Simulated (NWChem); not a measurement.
**Tetragonal strain in BN (zincblende structure): the shear constant**

Program: NWChem. Level: revPBE, default library pseudopotentials (valence charges N 5, B 3), cutoff 40 Ha, shifted 4×4×4 mesh, two-atom cell, no spin-orbit coupling. The cubic cell (a = 3.618 Å, near this level's equilibrium) is stretched by 1 + δ along x and y and by (1 + δ)^−2 along z, at constant volume; symmetry keeps the atoms on their sites.

```
δ       E − E(0) (meV/cell)
------  -------------------
-0.020                    ?
-0.010                14.39
-0.005                 3.33
0.000                  0.00
0.005                  3.38
0.010                 13.14
0.020                 51.32
```

Problem. The cell volume is 11.84 Å³. To second order E − E(0) = 3V(C₁₁ − C₁₂)δ². Fit Aδ² + Bδ³, give C₁₁ − C₁₂, and predict the withheld row.

Solution. A ≈ 140 eV and B ≈ -490 eV, with a largest residual of 0.19 meV, so C₁₁ − C₁₂ = A/(3V) ≈ 620 GPa. The fit predicts 59.14 meV at δ = -0.020; the run gave 59.51.
